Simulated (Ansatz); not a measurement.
# TaF3: the cost of one run

Method: DFT PBEsol, scalar-relativistic, plane waves, PAW, in Ansatz 0.2.0.

### 1 The system as given

The structure is cubic, space group Pm-3m (No. 221). The conventional cell has a = 3.901 Å, b = 3.901 Å, c = 3.901 Å, α = 90.00°, β = 90.00°, γ = 90.00°. Around Ta (site symmetry m-3m) lie 6 F at 1.95 Å. F (site symmetry 4/mmm) has 2 Ta at 1.95 Å as nearest neighbours.

Coordinates:

```xyz
4
Lattice="3.9012 0.0000 0.0000 0.0000 3.9012 0.0000 0.0000 0.0000 3.9012" Properties=species:S:1:pos:R:3 pbc="T T T"
Ta    0.0000    0.0000    0.0000
F     1.9506    0.0000    0.0000
F     0.0000    1.9506    0.0000
F     0.0000    0.0000    1.9506
```

The cell is taken as given, not relaxed at this level.

### 2 Zero of the scan

Input file input.yaml:

```yaml
crystal:
  lattice:
    - [3.9012, 0.0, 0.0]
    - [0.0, 3.9012, 0.0]
    - [0.0, 0.0, 3.9012]
  atoms:
    - { symbol: Ta, position: [0.0, 0.0, 0.0] }
    - { symbol: F, position: [0.5, 0.0, 0.0] }
    - { symbol: F, position: [0.0, 0.5, 0.0] }
    - { symbol: F, position: [0.0, 0.0, 0.5] }
basis:
  ecutwfc: 420
kpoints:
  mp_grid: { grid: [12, 12, 12] }
hamiltonian:
  xc: pbesol
scf:
  occupations: { method: gaussian, width: 0.15 }
output:
  forces: true
  stress: true
  eigenvalues: true
```

Q: Estimate wall time and peak memory on 1 thread of an x86-64 CPU, shared host.

About 3.1 s, with a peak of 0.43 GiB.
